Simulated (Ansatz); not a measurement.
A nudged elastic band was laid between two geometries of a periodic cell of 13 atoms, Ti12H (host Ti, host structure hcp, interstitial H).

All numbers below come from DFT PBE, scalar-relativistic, plane waves, PAW in Ansatz 0.2.0. Settings: cutoff 420 eV, k mesh 4x3x5, fermi-dirac smearing 0.15 eV, no spin polarisation.

```
movable images  : 3
climbing image  : yes
spring          : 2.0 eV/Å²
optimiser       : quadratic models (default)
start path      : straight line
force threshold : 0.05 eV/Å
iteration limit : 80
end points      : relaxed
```

First end point:

```xyz
13
Lattice="5.9000 0.0000 0.0000 -4.4250 7.6643 0.0000 0.0000 0.0000 4.6846" Properties=species:S:1:pos:R:3
Ti 0.000 0.012 -0.008
Ti -0.002 1.699 2.324
Ti -1.479 2.543 0.001
Ti -1.474 4.229 2.342
Ti -2.983 5.089 0.006
Ti -2.978 6.831 2.332
Ti 2.949 0.032 -0.004
Ti 2.953 1.714 2.335
Ti 1.478 2.558 0.011
Ti 1.475 4.244 2.343
Ti 0.032 5.089 0.005
Ti 0.028 6.831 2.331
H -1.475 5.959 3.506
```

Last end point:

Only the atoms that move by more than 0.05 Å are listed.
```
H13 -1.482 5.958 1.171
```

Question: What changes between the two ends?

Answer: The atom that moves furthest is H13, by 2.33 Å; four of its nearest neighbours are Ti4 2.09, Ti6 2.10, Ti7 2.10, Ti12 2.10 Å at the first end and Ti4 2.09, Ti7 2.09, Ti5 2.10, Ti6 2.10 Å at the last.

Question: Give the energies along the band, and the barrier.

Answer: It converged. The highest image is number 2 of 0 to 4, 0.66 eV above the ends, which have the same energy within 2 meV. By the program's own check the climbing image is a first-order saddle point (lowest curvatures found: -2.02 and 0.62 eV/Å²). Limits of this set-up: coarse k mesh, odd electron count without spin, a small cell, in which the defect meets its images.

```json
{"image": "0", "path coordinate (Å)": "0.00", "energy (eV)": "0.00"}
{"image": "1", "path coordinate (Å)": "0.57", "energy (eV)": "0.37"}
{"image": "2", "path coordinate (Å)": "1.13", "energy (eV)": "0.66"}
{"image": "3", "path coordinate (Å)": "1.70", "energy (eV)": "0.37"}
{"image": "4", "path coordinate (Å)": "2.27", "energy (eV)": "0.00"}
```

Question: What is the geometry of the highest image?

Answer: 
```xyz
13
Lattice="5.9000 0.0000 0.0000 -4.4250 7.6643 0.0000 0.0000 0.0000 4.6846" Properties=species:S:1:pos:R:3:forces:R:3
Ti -0.003 0.016 -0.002 0.01 -0.01 0.00
Ti 0.004 1.706 2.341 0.00 0.01 0.00
Ti -1.481 2.543 -0.002 0.01 0.00 0.00
Ti -1.474 4.196 2.341 0.00 -0.01 0.00
Ti -3.019 5.065 -0.002 0.00 0.00 0.00
Ti -2.992 6.846 2.341 -0.01 -0.01 0.00
Ti 2.948 0.074 -0.002 0.00 0.01 0.00
Ti 2.945 1.715 2.341 0.00 0.00 0.00
Ti 1.479 2.562 -0.002 -0.01 0.01 0.00
Ti 1.474 4.232 2.341 0.00 0.00 0.00
Ti 0.066 5.068 -0.002 0.00 0.00 0.00
Ti 0.040 6.849 2.341 0.01 0.00 0.00
H -1.475 5.954 2.340 0.01 -0.01 0.00
```

Time of the run: 5.3 min on 4 threads of INTEL(R) XEON(R) PLATINUM 8581C CPU @ 2.10GHz (Emerald Rapids), with other jobs on the host, peak memory 2.5 GiB.
